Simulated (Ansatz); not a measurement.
**CH₁₀N₂Si₂: up Jacob's ladder to CCSD(T)**

An exercise on one series of results from a longer session: the logs are not shown, and one member is left open.

Method: functionals in def2-TZVPP, the program's frozen cores in correlated methods; program: Ansatz 0.2.0, Gaussian basis.

The runs, in order: PBE-D4, r2SCAN-D4, PBE0-D4, B3LYP-D4, ωB97X-V, ωB97M-V, B2PLYP; CCSD(T)/def2-TZVPP; MP2/def2-QZVPP; extrapolation to the limit.

## The geometry

An earlier PBE0-D4 in a triple-zeta def2 set relaxation fixed the geometry.

SMILES `C[Si](N)(N)[SiH3]`, 15 atoms, charge 0, spin multiplicity 1.

Atoms are counted from 1 here; the program's logs count them from 0.

Bond lengths: C1–Si2 1.872 Å, C1–H6 1.094 Å, C1–H7 1.094 Å, C1–H8 1.093 Å, Si2–N3 1.722 Å, Si2–N4 1.717 Å, Si2–Si5 2.358 Å, N3–H9 1.008 Å, N3–H10 1.007 Å, N4–H11 1.006 Å, N4–H12 1.008 Å, Si5–H13 1.492 Å, Si5–H14 1.494 Å, Si5–H15 1.491 Å. Angles: Si2–C1–H6 111.5°, Si2–C1–H7 110.6°, Si2–C1–H8 110.7°, H6–C1–H7 108.2°, H6–C1–H8 107.6°, H7–C1–H8 108.1°, C1–Si2–N3 105.4°, C1–Si2–N4 116.9°, C1–Si2–Si5 109.1°, N3–Si2–N4 105.9°, N3–Si2–Si5 115.1°, N4–Si2–Si5 104.8°, Si2–N3–H9 119.9°, Si2–N3–H10 120.0°, H9–N3–H10 111.3°, Si2–N4–H11 121.4°, Si2–N4–H12 120.7°, H11–N4–H12 111.9° and more.

The first run:

in.yaml reads:

```yaml
crystal:
  periodic: [false, false, false]
  atoms:
    - {symbol: C, position_ang: [-1.312258, -0.110278, 1.294536]}
    - {symbol: Si, position_ang: [0.135127, -0.281917, 0.120321]}
    - {symbol: N, position_ang: [1.534935, -0.313640, 1.122363]}
    - {symbol: N, position_ang: [0.200555, -1.713190, -0.826138]}
    - {symbol: Si, position_ang: [0.066715, 1.475346, -1.449997]}
    - {symbol: H, position_ang: [-1.267250, 0.829482, 1.852616]}
    - {symbol: H, position_ang: [-1.324069, -0.934889, 2.013311]}
    - {symbol: H, position_ang: [-2.257633, -0.124654, 0.746480]}
    - {symbol: H, position_ang: [2.450339, -0.373281, 0.705779]}
    - {symbol: H, position_ang: [1.556176, 0.220952, 1.975409]}
    - {symbol: H, position_ang: [-0.278793, -1.781065, -1.707957]}
    - {symbol: H, position_ang: [0.312236, -2.614265, -0.388333]}
    - {symbol: H, position_ang: [-0.186108, 2.780505, -0.772859]}
    - {symbol: H, position_ang: [-1.009534, 1.293214, -2.469771]}
    - {symbol: H, position_ang: [1.357662, 1.596881, -2.186558]}
basis:
  gaussian: {orbitals: def2-TZVPP}
hamiltonian: {xc: pbe, dispersion: d4}
output: {forces: true, orbitals: {seedname: orbitals}}
```

Run with:

```console
$ ansatz run in.yaml --threads 2 --pin off --events-out ev --progress --plain --max-ram 22528MiB --backend cuda --devices 0, --max-vram 18GiB
```

Among the steps run: PBE-D4 (GGA); r2SCAN-D4 (meta-GGA); PBE0-D4 (hybrid); B3LYP-D4 (hybrid); ωB97X-V (range-separated); ωB97M-V (range-separated); B2PLYP (double hybrid); CCSD(T) in def2-TZVPP; MP2 in def2-QZVPP.

One of the session's tables, all rows but one given; the rest of the session is left out.

```
            method  atomisation energy (kJ/mol)
            PBE-D4                            ?
         r2SCAN-D4                       5136.5
           PBE0-D4                       5129.8
          B3LYP-D4                       5171.2
           ωB97X-V                       5186.6
           ωB97M-V                       5172.0
            B2PLYP                       5092.1
     HF/def2-TZVPP                       3722.9
    MP2/def2-TZVPP                       5021.6
   CCSD/def2-TZVPP                       4947.7
CCSD(T)/def2-TZVPP                       5008.7
           MP2/CBS                       5172.8
       CCSD(T)/CBS                       5159.9
```

Q: Estimate the row for PBE-D4 from the others.

As computed: atomisation energy (kJ/mol): 5191.2. In the column «atomisation energy (kJ/mol)» it is the highest.

To keep in mind: Free atoms (1 C, 2 Si, 2 N, 10 H) were run apart at each level; the atomisation energy is their sum less the molecule, without zero-point or spin-orbit terms.
